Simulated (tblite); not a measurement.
# C3H13FSi3: the cost of one run

Programs: tblite 0.8.0 and PySCF 2.14.0, with density-fitted response routines of our own. Each step states its level of theory. These are calculated values for one molecule in the gas phase, unless marked as measured. Atoms are numbered from 0 throughout.

## (1) Starting geometry

20 atoms, charge 0, multiplicity 1; geometry from: force field or distance geometry start.

Bonds of the start (Å): C0–C1 1.51, C1–Si2 1.86, Si2–C3 1.87, C3–F4 1.38, Si2–Si5 2.21, Si5–Si6 2.22, C0–H7 1.11, C0–H8 1.12, C0–H9 1.13, C1–H10 1.11, C1–H11 1.10, Si2–H12 1.48, C3–H13 1.11, C3–H14 1.11, Si5–H15 1.46, Si5–H16 1.48, Si6–H17 1.47, Si6–H18 1.47, Si6–H19 1.48.

## (2) Relaxing the molecule with GFN2-xTB

Job settings and geometry (Å):

```
{"job": {"kind": "relax", "xc": "GFN2-xTB", "basis": "xTB"}, "charge": 0, "multiplicity": 1}
C     -1.952400    -1.388500     0.445000
C     -1.233300    -0.979400    -0.815300
Si    -0.478400     0.713600    -0.689800
C     -1.040200     1.633700     0.835000
F     -0.369700     2.840200     0.839800
Si     1.714900     0.713900    -0.947300
Si     2.782700    -0.540600     0.537400
H     -1.933600    -0.602800     1.234900
H     -1.453800    -2.294800     0.866400
H     -3.018300    -1.705800     0.248400
H     -1.987200    -1.000200    -1.633300
H     -0.502100    -1.772600    -1.045600
H     -1.045500     1.484100    -1.823300
H     -2.115600     1.886000     0.706500
H     -0.874000     1.060500     1.772400
H      2.033900     0.247500    -2.298800
H      2.229500     2.100100    -0.818600
H      1.989000    -0.860500     1.730200
H      3.283500    -1.743700    -0.139200
H      3.965400     0.220100     0.992100
```

The run is started by

```bash
$ OMP_NUM_THREADS=1 python probes_run.py task.json out
```

The driver reads the jobs from task.json and runs them one after another.

Q: Estimate the wall time and peak memory of this first job on 1 thread of Arm Neoverse V2, shared host.

About 1.9 s, with a peak of 0.18 GiB.
